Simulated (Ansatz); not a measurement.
# BrH₅SSi₂: one species, many methods

How much do the methods differ for BrH₅SSi₂? The plan is to run it at one geometry with functionals of several rungs and with coupled cluster, and see how far each lands from CCSD(T) at the basis-set limit for the atomisation energy.

Program: Ansatz 0.2.0, Gaussian basis. Level of theory: functionals in def2-TZVPP, the program's frozen cores in correlated methods. These are calculated values, not measurements.

The runs, in order: LDA (SPW92), PBE-D4, revPBE-D4, BLYP-D4, r2SCAN-D4, B97M-V, PBE0-D4, B3LYP-D4, r2SCANh-D4, r2SCAN0-D4, HSE06-D4, BHLYP-D4, CAM-B3LYP-D4, LC-ωPBE, ωB97X-V, ωB97M-V, B2PLYP, PBE-QIDH; CCSD(T)/def2-SVP; CCSD(T)/def2-TZVPP; MP2/def2-QZVPP; extrapolation to the limit; RPA on PBE.

### Step 1. The relaxed structure

An earlier PBE0-D4 in a triple-zeta def2 set relaxation fixed the geometry.

SMILES `[SiH3][SiH](S)Br`, 9 atoms, charge 0, spin multiplicity 1.

Atoms are counted from 1 here; the program's logs count them from 0.

Bond lengths: Si1–Si2 2.336 Å, Si1–H5 1.485 Å, Si1–H6 1.485 Å, Si1–H7 1.486 Å, Si2–S3 2.128 Å, Si2–Br4 2.235 Å, Si2–H8 1.483 Å, S3–H9 1.344 Å. Angles: Si2–Si1–H5 108.7°, Si2–Si1–H6 108.7°, Si2–Si1–H7 110.1°, H5–Si1–H6 109.8°, H5–Si1–H7 109.7°, H6–Si1–H7 109.7°, Si1–Si2–S3 107.6°, Si1–Si2–Br4 108.0°, Si1–Si2–H8 114.0°, S3–Si2–Br4 112.3°, S3–Si2–H8 109.8°, Br4–Si2–H8 105.3°, Si2–S3–H9 94.9°.

Geometry (Å):

```mol
BrH5SSi2
  3D, bonds by distance, orders not assigned

  9  8  0  0  0  0  0  0  0  0999 V2000
   -0.5324    1.2431   -0.8059 Si  0  0
    0.3445   -0.7279    0.0901 Si  0  0
    0.6018   -0.4247    2.1810 S   0  0
   -1.0874   -2.3849   -0.3571 Br  0  0
   -0.7877    1.0364   -2.2544 H   0  0
   -1.8061    1.5571   -0.1095 H   0  0
    0.4298    2.3608   -0.6202 H   0  0
    1.6308   -1.1463   -0.5178 H   0  0
    1.2949   -1.5599    2.3767 H   0  0
  1  2  8  0
  2  3  8  0
  2  4  8  0
  1  5  8  0
  1  6  8  0
  1  7  8  0
  2  8  8  0
  3  9  8  0
M  END
```

### Step 2. LDA

This LDA is Slater exchange with PW92 correlation.

Contents of in.yaml:

```yaml
crystal:
  periodic: [false, false, false]
  atoms:
    - {symbol: Si, position_ang: [-0.532369, 1.243102, -0.805920]}
    - {symbol: Si, position_ang: [0.344528, -0.727928, 0.090134]}
    - {symbol: S, position_ang: [0.601809, -0.424651, 2.181010]}
    - {symbol: Br, position_ang: [-1.087356, -2.384918, -0.357140]}
    - {symbol: H, position_ang: [-0.787693, 1.036413, -2.254351]}
    - {symbol: H, position_ang: [-1.806063, 1.557088, -0.109503]}
    - {symbol: H, position_ang: [0.429834, 2.360832, -0.620215]}
    - {symbol: H, position_ang: [1.630795, -1.146303, -0.517796]}
    - {symbol: H, position_ang: [1.294914, -1.559935, 2.376681]}
basis:
  gaussian: {orbitals: def2-TZVPP}
hamiltonian: {xc: lda}
output: {orbitals: {seedname: orbitals}}
```

Run with:

```console
$ ansatz run in.yaml --threads 4 --pin off --events-out ev --progress --plain --max-ram 10444MiB
```

The runs that follow: PBE-D4 (GGA); revPBE-D4 (GGA); BLYP-D4 (GGA); r2SCAN-D4 (meta-GGA); B97M-V (meta-GGA); B3LYP-D4 (hybrid); r2SCANh-D4 (hybrid); r2SCAN0-D4 (hybrid); HSE06-D4 (hybrid); BHLYP-D4 (hybrid); CAM-B3LYP-D4 (range-separated); LC-ωPBE (range-separated); ωB97X-V (range-separated); ωB97M-V (range-separated); B2PLYP (double hybrid); PBE-QIDH (double hybrid); CCSD(T) in def2-SVP; CCSD(T) in def2-TZVPP; MP2 in def2-QZVPP; RPA on PBE orbitals.

Q: Predict the results of all the runs planned. Wanted: atomisation energy, CCSD(T)/CBS; farthest beyond LDA; mean size of error, GGA; mean size of error, meta-GGA; mean size of error, hybrid; mean size of error, range-separated; mean size of error, double hybrid; gap, smallest and largest; T1 diagnostic.

**Answer**, as computed:

| quantity | value |
| --- | --- |
| atomisation energy, CCSD(T)/CBS | 27.059 eV |
| functionals within 0.271 eV (1.0 %) | PBE-D4, r2SCAN-D4, B97M-V, r2SCANh-D4, r2SCAN0-D4, ωB97X-V, ωB97M-V |
| farthest beyond LDA | B2PLYP (-0.718 eV) |
| mean size of error, GGA | 0.506 eV |
| mean size of error, meta-GGA | 0.064 eV |
| mean size of error, hybrid | 0.326 eV |
| mean size of error, range-separated | 0.321 eV |
| mean size of error, double hybrid | 0.565 eV |
| gap, smallest and largest | 4.97 eV (LDA (SPW92)), 12.02 eV (LC-ωPBE) |
| T1 diagnostic | 0.0102 |
| triples share of the correlation energy | 3.8 % |

What this shows: The LDA atomisation energy is off by 2.988 eV (11 %): it overbinds. PBE-D4 misses by -0.234 eV. Double hybrids carry the basis error of their MP2 part in triple zeta, and no dispersion term here, so their miss is partly the set-up's. By mean error the best rung here is meta-GGA (0.064 eV) and the worst beyond LDA is double hybrid (0.565 eV). GGA functionals lie within the reference's doubt of that worst mean (0.506 eV), so those two tie. Misses under about 0.271 eV are within the doubt on the reference itself, which lacks core-valence correlation, relativity and higher excitations, and its outer-core shells are covered unevenly. All levels share the lack of spin-orbit coupling, which lowers the free heavy atoms and so the true binding. Hartree-Fock recovers 74 % of the binding; the rest is correlation. CCSD(T) in def2-SVP is off by -2.369 eV, so the small basis spoils what the method gains. The gap grows from 5.0 to 12.0 eV across the functionals, mostly with the share of exact exchange. Correlated methods include outer-core shells of Br, which these sets cover unevenly.
